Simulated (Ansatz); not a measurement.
# CoF+ (quartet): wave-function methods side by side, def2-QZVPP

One table from this session's results is given with a row withheld; the runs are named, their logs left out.

Method: def2-QZVPP, core rule «outside noble gas», up to 10 orbitals frozen; program: Ansatz 0.2.0, Gaussian basis.

Plan: UHF; ROHF; CCSD(T) on UHF.

## The system

The geometry is a PBE0/def2-TZVP stationary point (not a proven minimum) of the parent state, kept for this charge and spin.

2 atoms, charge 1, spin multiplicity 4.

Atoms are counted from 1 here; the program's logs count them from 0.

Bond lengths: Co1–F2 1.776 Å.

Set-up of the first run:

Contents of in.yaml:

```yaml
crystal:
  periodic: [false, false, false]
  atoms:
    - {symbol: Co, position_ang: [0.000000, 0.000000, 0.000000]}
    - {symbol: F, position_ang: [0.000000, 0.000000, 1.775600]}
basis:
  gaussian: {orbitals: "def2-QZVPP.json"}
total_charge: 1
magnetization: {spin_polarized: true, initial_magnetization: 3}
hamiltonian: {xc: hf}
output: {orbitals: {seedname: orbitals}}
```

Run with:

```bash
$ ansatz run in.yaml --threads 1 --pin off --events-out ev --progress --plain --max-ram 4096MiB --backend cpu
```

Among the steps run: UHF; ROHF; CCSD(T) on UHF.

One of the session's tables, all rows but one given; the rest of the session is left out.

```
  method  from UCCSD(T) (kJ/mol)
    ROHF                 +1424.4
     UHF                       ?
    UMP2                   +35.8
   UCCSD                   +48.4
UCCSD(T)                       0
```

Q: Estimate the row for UHF from the others.

The run gave: from UCCSD(T) (kJ/mol): +1401.5. In the column «from UCCSD(T) (kJ/mol)» it lies between UCCSD (+48.4) and ROHF (+1424.4).
